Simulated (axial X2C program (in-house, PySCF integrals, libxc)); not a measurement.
# TaO: bond curves with and without spin–orbit coupling

Aim: find the lowest determinant of TaO, scan the bond at several levels and fit the constants, once spin-free and once with spin–orbit coupling.

The runs use an in-house X2C program for linear molecules on PySCF integrals; all-electron X2C, Ta dyall-v3z, O dyall-v3z.

All values are calculated.

### 1 Input

The input, task.json:

```json
{
 "zs": [
  73,
  8
 ],
 "q": 0,
 "bas": [
  "dyall-v3z",
  "dyall-v3z"
 ],
 "levels": [
  "PBE0",
  "HF",
  "M06",
  "BP86"
 ],
 "cc": false,
 "r0": 1.83,
 "npts": 10,
 "nst": 2,
 "ntry": 6,
 "opt": {
  "auxb": 4.0
 }
}
```

Keys: zs atomic numbers; q charge; bas basis sets; levels methods (HF also brings MP2); cc coupled cluster on or off; r0 starting distance in Å; npts points asked for on the curve; nst determinants followed; ntry starts of the search; auxb ratio of fitting exponents.

The run is started by

```
$ python so2c.py task.json out
```

Spin-free means the one-electron spin-free X2C Hamiltonian; two-component (2c) means X2C with spin–orbit coupling and atomic mean-field two-electron Coulomb and Gaunt terms. Basis: Ta dyall-v3z contracted to [13s14p9d7f2g], O dyall-v3z contracted to [6s5p2d1f]; Gaussian nuclei, density fitting. Masses: Ta 180.948 u, O 15.995 u.

Notation: σ, π±, δ± give the projection m of an orbital's angular momentum (0, ±1, ±2), α and β its spin, Λ and M_S the sums; ω is the projection of a spinor's total angular momentum and Ω the sum. Logs are in hartree.

The results follow Hamiltonian by Hamiltonian and level by level.

### 2 Search for the lowest determinant

PBE0 moves the distance from 1.830 Å to 1.722 Å and compares determinants there.

Spin-free determinants:

| ΔE (eV) | state | open shells |
| --- | --- | --- |
| 0.00 | M_S = 3/2, Λ = 0 | beyond closed shells: σα, δ+α, δ-α |
| 0.57 | M_S = 1/2, Λ = 2 | beyond closed shells: δ+α |
| 1.07 | M_S = 1/2, Λ = 0 | beyond closed shells: σβ, δ+α, δ-α |
| 1.38 | M_S = 3/2, Λ = 3 | beyond closed shells: σα, π+α, δ+α |
| 1.48 | M_S = 3/2, Λ = 1 | beyond closed shells: σα, π-α, δ+α |
| 2.18 | M_S = 1/2, Λ = 3 | beyond closed shells: σα, π+β, δ+α |
| 2.18 | M_S = 1/2, Λ = 1 | beyond closed shells: σα, π-β, δ+α |

Two-component determinants:

```json
{"ΔE (eV)": "0.00", "state": "Ω = 3/2", "open shells": "excess of +ω over −ω: ω = 1/2, ω = -3/2, ω = 5/2"}
{"ΔE (eV)": "0.34", "state": "Ω = 3/2", "open shells": "excess of +ω over −ω: ω = 3/2"}
{"ΔE (eV)": "0.81", "state": "Ω = 5/2", "open shells": "excess of +ω over −ω: ω = 5/2"}
{"ΔE (eV)": "1.06", "state": "Ω = 1/2", "open shells": "excess of +ω over −ω: ω = -1/2, ω = -3/2, ω = 5/2"}
{"ΔE (eV)": "1.49", "state": "Ω = 1/2", "open shells": "excess of +ω over −ω: ω = 1/2"}
{"ΔE (eV)": "1.77", "state": "Ω = 1/2", "open shells": "excess of +ω over −ω: ω = 1/2"}
{"ΔE (eV)": "1.78", "state": "Ω = 1/2", "open shells": "excess of +ω over −ω: 2 × ω = -1/2, ω = 3/2"}
```

### 3 PBE0, spin-free

State followed: M_S = 3/2, Λ = 0 (beyond closed shells: σα, δ+α, δ-α). The scan is laid around 1.722 Å, a first estimate of the minimum, and this SCF restarts from the orbitals of the search.

The SCF at the reference distance of 1.722 Å:

```text
spin-free X2C-1e  PBE0
basis functions 205  fitting functions 622  grid points 5075
iter        total energy     max residual
   1     -15681.196238317     1.11e-05
   2     -15681.196238314     2.95e-05
   3     -15681.196238319     4.48e-06
   4     -15681.196238319     1.84e-06
converged
one-electron -21883.20608035  Coulomb 6351.31737035  exact exchange -80.44924091  xc functional -248.32372944  nuclear repulsion 179.46544203
```

Along the bond, energies from the lowest point:

| R (Å) | E (eV) | μ (D) | HOMO (eV) | LUMO (eV) | iterations |
| --- | --- | --- | --- | --- | --- |
| 1.498 | 2.0350 | -2.64 | -4.77 | -2.00 | 13 |
| 1.567 | 0.8687 | -3.20 | -4.95 | -2.09 | 13 |
| 1.619 | 0.3501 | -3.60 | -5.08 | -2.15 | 13 |
| 1.670 | 0.0766 | -3.97 | -5.22 | -2.22 | 13 |
| 1.722 | 0.0000 | -4.32 | -5.35 | -2.28 | 4 |
| 1.782 | 0.1060 | -4.70 | -5.49 | -2.35 | 14 |
| 1.843 | 0.3693 | -5.05 | -5.63 | -2.41 | 14 |
| 1.920 | 0.8646 | -5.45 | -5.79 | -2.48 | 15 |
| 2.015 | 1.5952 | -5.84 | -5.93 | -2.65 | 15 |
| 2.152 | 2.6741 | -6.14 | -6.03 | -2.91 | 18 |

Dipoles are positive if O is the positive end.

Re = 1.719 Å, ωe = 1046 cm⁻¹, ωexe = 3.31 cm⁻¹, Be = 0.388 cm⁻¹, De = 6.64 eV, μ = -4.30 D.

### 4 HF, spin-free

Output at 1.722 Å:

```text
spin-free X2C-1e  HF
basis functions 205  fitting functions 622  grid points 5075
iter        total energy     max residual
   1     -15674.220231601     6.19e-01
   2     -15674.271525480     1.95e-02
   3     -15674.271983780     2.55e-02
   4     -15674.276142636     6.88e-03
   5     -15674.276596225     2.60e-03
   6     -15674.276723013     2.20e-03
   7     -15674.276882939     1.70e-03
   8     -15674.277019512     9.32e-04
   9     -15674.277070406     4.15e-04
  10     -15674.277080728     2.70e-04
  11     -15674.277084594     1.28e-04
  12     -15674.277086359     4.99e-05
  13     -15674.277086569     3.03e-05
  14     -15674.277086608     7.50e-06
  15     -15674.277086615     3.70e-06
  16     -15674.277086616     1.45e-06
converged
one-electron -21881.21568320  Coulomb 6349.44396225  exact exchange -321.97080770  xc functional 0.00000000  nuclear repulsion 179.46544203
```

No constants are quoted: the solution changes its character somewhere along the scan, so the fit is set aside.

### 5 M06, spin-free

The SCF at the reference distance of 1.722 Å:

```text
spin-free X2C-1e  M06
basis functions 205  fitting functions 622  grid points 5075
iter        total energy     max residual
   1     -15681.692461721     3.26e-01
   2     -15681.699540457     2.14e-02
   3     -15681.670490001     7.35e-02
   4     -15681.702408284     5.33e-03
   5     -15681.702671634     9.40e-04
   6     -15681.702684309     4.66e-04
   7     -15681.702689223     2.30e-04
   8     -15681.702690830     1.32e-04
   9     -15681.702691039     2.88e-05
  10     -15681.702691072     1.53e-05
  11     -15681.702691077     3.56e-06
  12     -15681.702691077     5.23e-07
converged
one-electron -21882.55349710  Coulomb 6350.69729816  exact exchange -86.89650119  xc functional -242.41543298  nuclear repulsion 179.46544203
```

Re = 1.722 Å, ωe = 1047 cm⁻¹, ωexe = 3.15 cm⁻¹, Be = 0.3868 cm⁻¹, De = 6.89 eV, μ = -4.01 D.

### 6 BP86, spin-free

Output at 1.722 Å:

```text
spin-free X2C-1e  BP86
basis functions 205  fitting functions 622  grid points 5075
iter        total energy     max residual
   1     -15684.053555018     2.34e-01
   2     -15684.053128843     3.59e-02
   3     -15683.933680863     1.32e-01
   4     -15684.060848446     9.48e-03
   5     -15684.061254535     3.20e-03
   6     -15684.061332985     1.60e-03
   7     -15684.061352503     5.12e-04
   8     -15684.061353874     6.34e-05
   9     -15684.061353902     1.70e-05
  10     -15684.061353905     1.25e-05
  11     -15684.061353906     2.96e-06
converged
one-electron -21882.95317201  Coulomb 6351.04347633  exact exchange 0.00000000  xc functional -331.61710026  nuclear repulsion 179.46544203
```

Re = 1.741 Å, ωe = 1001 cm⁻¹, ωexe = 3.48 cm⁻¹, Be = 0.3783 cm⁻¹, De = 7.46 eV, μ = -3.92 D.

### 7 MP2, spin-free

Correlated methods: 33 electrons correlated (frozen shells, counted by type: Ta 4 s, 3 p, 2 d; O 1 s), 265 virtual spinors in MP2.

MP2: No constants are quoted: the reference changes its character somewhere along the scan, so the fit is set aside.

### 8 A higher determinant, spin-free

State: M_S = 1/2, Λ = 2 (beyond closed shells: δ+α).

Output at the reference distance:

```text
spin-free X2C-1e  PBE0
basis functions 205  fitting functions 622  grid points 5075
iter        total energy     max residual
   1     -15681.175326949     2.71e-05
   2     -15681.175326947     5.91e-05
   3     -15681.175326966     2.72e-05
   4     -15681.175326971     1.20e-05
   5     -15681.175326974     4.98e-06
   6     -15681.175326974     1.93e-06
converged
one-electron -21877.16235266  Coulomb 6345.11467558  exact exchange -80.39926833  xc functional -248.19382359  nuclear repulsion 179.46544203
```

| R (Å) | E above the lowest PBE0 point (eV) |
| --- | --- |
| 1.498 | 2.363 |
| 1.567 | 1.263 |
| 1.619 | 0.800 |
| 1.670 | 0.586 |
| 1.722 | 0.569 |
| 1.782 | 0.745 |
| 1.843 | 1.076 |
| 1.920 | 1.657 |
| 2.015 | 2.486 |

Re = 1.701 Å, ωe = 1093 cm⁻¹, ωexe = 3.09 cm⁻¹, Be = 0.3967 cm⁻¹, μ = -2.73 D. Te = 0.55 eV.

### 9 The spin-free curves together

Energy (eV) of the followed determinant, spin-free, from each level's lowest point:

| R (Å) | PBE0 | HF (jumps) | MP2 (its reference jumps) | M06 | BP86 |
| --- | --- | --- | --- | --- | --- |
| 1.498 | 2.035 | 1.796 | 1.863 | 2.083 | 2.343 |
| 1.567 | 0.869 | 0.713 | 0.757 | 0.902 | 1.074 |
| 1.619 | 0.350 | 0.250 | 0.275 | 0.371 | 0.484 |
| 1.670 | 0.077 | 0.028 | 0.037 | 0.086 | 0.142 |
| 1.722 | 0.000 | 0.000 | 0.000 | 0.000 | 0.000 |
| 1.782 | 0.106 | 0.158 | 0.170 | 0.098 | 0.032 |
| 1.843 | 0.369 | 0.462 | 0.544 | 0.356 | 0.225 |
| 1.920 | 0.865 | 0.975 | 1.365 | 0.852 | 0.635 |
| 2.015 | 1.595 | 1.620 | 2.821 | 1.594 | 1.274 |
| 2.152 | 2.674 | 2.361 | 4.728 | 2.710 | 2.256 |

### 10 PBE0, 2c

State followed: Ω = 3/2 (excess of +ω over −ω: ω = 1/2, ω = -3/2, ω = 5/2). The scan is laid around 1.722 Å, a first estimate of the minimum, and this SCF restarts from the orbitals of the search.

The SCF at the reference distance of 1.722 Å:

```text
two-component X2C + atomic mean field  PBE0
basis functions 205  fitting functions 622  grid points 5075
iter        total energy     max residual
   1     -15679.424099919     7.22e-06
   2     -15679.424099914     2.69e-05
   3     -15679.424099921     4.09e-06
   4     -15679.424099921     2.43e-06
converged
one-electron -21865.43489651  Coulomb 6348.58664422  exact exchange -80.41855188  xc functional -248.27123805  nuclear repulsion 179.46544203  atomic mean-field constant -13.35149972
```

Along the bond, energies from the lowest point:

| R (Å) | E (eV) | μ (D) | HOMO (eV) | LUMO (eV) | iterations |
| --- | --- | --- | --- | --- | --- |
| 1.498 | 2.0256 | -2.63 | -4.57 | -2.02 | 13 |
| 1.567 | 0.8636 | -3.19 | -4.74 | -2.10 | 13 |
| 1.619 | 0.3474 | -3.59 | -4.87 | -2.17 | 13 |
| 1.670 | 0.0756 | -3.96 | -5.00 | -2.24 | 13 |
| 1.722 | 0.0000 | -4.31 | -5.13 | -2.30 | 4 |
| 1.782 | 0.1064 | -4.69 | -5.27 | -2.37 | 14 |
| 1.843 | 0.3695 | -5.04 | -5.40 | -2.45 | 14 |
| 1.920 | 0.8637 | -5.44 | -5.56 | -2.60 | 15 |
| 2.015 | 1.5918 | -5.83 | -5.70 | -2.81 | 15 |
| 2.152 | 2.6651 | -6.12 | -5.79 | -3.04 | 19 |

Dipoles are positive if O is the positive end.

Re = 1.719 Å, ωe = 1045 cm⁻¹, ωexe = 3.31 cm⁻¹, Be = 0.3881 cm⁻¹, De = 6.52 eV, μ = -4.29 D.

### 11 HF, 2c

The SCF at the reference distance of 1.722 Å:

```text
two-component X2C + atomic mean field  HF
basis functions 205  fitting functions 622  grid points 5075
iter        total energy     max residual
   1     -15672.408517502     6.19e-01
   2     -15672.459998694     1.96e-02
   3     -15672.460470621     2.56e-02
   4     -15672.464620651     6.86e-03
   5     -15672.465068857     2.70e-03
   6     -15672.465194811     2.26e-03
   7     -15672.465353738     1.73e-03
   8     -15672.465488941     9.37e-04
   9     -15672.465539615     4.34e-04
  10     -15672.465549894     2.85e-04
  11     -15672.465553654     1.31e-04
  12     -15672.465555350     5.69e-05
  13     -15672.465555567     2.92e-05
  14     -15672.465555610     8.11e-06
  15     -15672.465555616     3.29e-06
  16     -15672.465555617     1.58e-06
converged
one-electron -21863.40741827  Coulomb 6346.67479340  exact exchange -321.84687306  xc functional 0.00000000  nuclear repulsion 179.46544203  atomic mean-field constant -13.35149972
```

No constants are quoted: the solution changes its character somewhere along the scan, so the fit is set aside.

### 12 M06, 2c

The SCF at the reference distance of 1.722 Å:

```text
two-component X2C + atomic mean field  M06
basis functions 205  fitting functions 622  grid points 5075
iter        total energy     max residual
   1     -15679.887811359     3.34e-01
   2     -15679.895188972     2.16e-02
   3     -15679.865801024     7.41e-02
   4     -15679.898091822     5.36e-03
   5     -15679.898357638     9.60e-04
   6     -15679.898370790     4.71e-04
   7     -15679.898375873     2.37e-04
   8     -15679.898377609     1.36e-04
   9     -15679.898377835     2.91e-05
  10     -15679.898377868     1.55e-05
  11     -15679.898377874     3.64e-06
  12     -15679.898377874     5.26e-07
converged
one-electron -21864.77240421  Coulomb 6347.95684074  exact exchange -86.86342137  xc functional -242.33333535  nuclear repulsion 179.46544203  atomic mean-field constant -13.35149972
```

Re = 1.722 Å, ωe = 1045 cm⁻¹, ωexe = 3.16 cm⁻¹, Be = 0.3868 cm⁻¹, De = 6.75 eV, μ = -4.00 D.

### 13 BP86, 2c

The SCF at the reference distance of 1.722 Å:

```text
two-component X2C + atomic mean field  BP86
basis functions 205  fitting functions 622  grid points 5075
iter        total energy     max residual
   1     -15682.297304729     2.35e-01
   2     -15682.296863426     3.61e-02
   3     -15682.176709201     1.33e-01
   4     -15682.304625692     9.40e-03
   5     -15682.305034051     3.16e-03
   6     -15682.305109696     1.61e-03
   7     -15682.305129236     5.16e-04
   8     -15682.305130619     6.48e-05
   9     -15682.305130648     1.68e-05
  10     -15682.305130651     1.28e-05
  11     -15682.305130652     3.07e-06
converged
one-electron -21865.19481227  Coulomb 6348.32615570  exact exchange 0.00000000  xc functional -331.55041639  nuclear repulsion 179.46544203  atomic mean-field constant -13.35149972
```

Re = 1.741 Å, ωe = 999 cm⁻¹, ωexe = 3.49 cm⁻¹, Be = 0.3784 cm⁻¹, De = 7.33 eV, μ = -3.91 D.

### 14 MP2, 2c

Correlated methods: 33 electrons correlated (frozen shells, counted by type: Ta 4 s, 3 p, 2 d; O 1 s), 265 virtual spinors in MP2.

MP2: No constants are quoted: the reference changes its character somewhere along the scan, so the fit is set aside.

### 15 A higher determinant, 2c

State: Ω = 3/2 (excess of +ω over −ω: ω = 3/2).

Output at the reference distance:

```text
two-component X2C + atomic mean field  PBE0
basis functions 205  fitting functions 622  grid points 5075
iter        total energy     max residual
   1     -15679.411567750     1.56e-05
   2     -15679.411567749     5.71e-05
   3     -15679.411567777     7.53e-06
   4     -15679.411567784     5.96e-06
   5     -15679.411567789     4.16e-06
   6     -15679.411567796     4.80e-07
   7     -15679.411567796     3.22e-07
converged
one-electron -21859.61875018  Coulomb 6342.60791153  exact exchange -80.36959014  xc functional -248.14508132  nuclear repulsion 179.46544203  atomic mean-field constant -13.35149972
```

| R (Å) | E above the lowest PBE0 point (eV) |
| --- | --- |
| 1.498 | 2.140 |
| 1.567 | 1.040 |
| 1.619 | 0.576 |
| 1.670 | 0.360 |
| 1.722 | 0.341 |
| 1.782 | 0.513 |
| 1.843 | 0.840 |
| 1.920 | 1.413 |
| 2.015 | 2.231 |

Re = 1.701 Å, ωe = 1089 cm⁻¹, ωexe = 3.12 cm⁻¹, Be = 0.3963 cm⁻¹, μ = -2.74 D. Te = 0.33 eV.

### 16 The 2c curves together

Energy (eV) of the followed determinant, 2c, from each level's lowest point:

| R (Å) | PBE0 | HF (jumps) | MP2 (its reference jumps) | M06 | BP86 |
| --- | --- | --- | --- | --- | --- |
| 1.498 | 2.026 | 1.784 | 1.856 | 2.076 | 2.334 |
| 1.567 | 0.864 | 0.706 | 0.753 | 0.898 | 1.070 |
| 1.619 | 0.347 | 0.246 | 0.274 | 0.369 | 0.482 |
| 1.670 | 0.076 | 0.026 | 0.036 | 0.086 | 0.142 |
| 1.722 | 0.000 | 0.000 | 0.000 | 0.000 | 0.000 |
| 1.782 | 0.106 | 0.159 | 0.170 | 0.098 | 0.032 |
| 1.843 | 0.369 | 0.463 | 0.547 | 0.356 | 0.225 |
| 1.920 | 0.864 | 0.980 | 1.368 | 0.850 | 0.634 |
| 2.015 | 1.592 | 1.627 | 2.801 | 1.588 | 1.271 |
| 2.152 | 2.665 | 2.370 | 4.710 | 2.698 | 2.247 |

The whole job took 4.2 min on 1 thread of Arm Neoverse N1, shared host.

### 17 Results

```csv
Hamiltonian,level,Re (Å),ωe (cm⁻¹),De (eV)
spin-free,PBE0,1.719,1046,6.64
spin-free,M06,1.722,1047,6.89
spin-free,BP86,1.741,1001,7.46
2c,PBE0,1.719,1045,6.52
2c,M06,1.722,1045,6.75
2c,BP86,1.741,999,7.33
```

What this shows: One setting of the input is poor: density fitting set too sparse (a ratio of 4 between fitting exponents, against the usual 2). The numbers above are not properties of TaO; the cure is to run again with the usual setting.
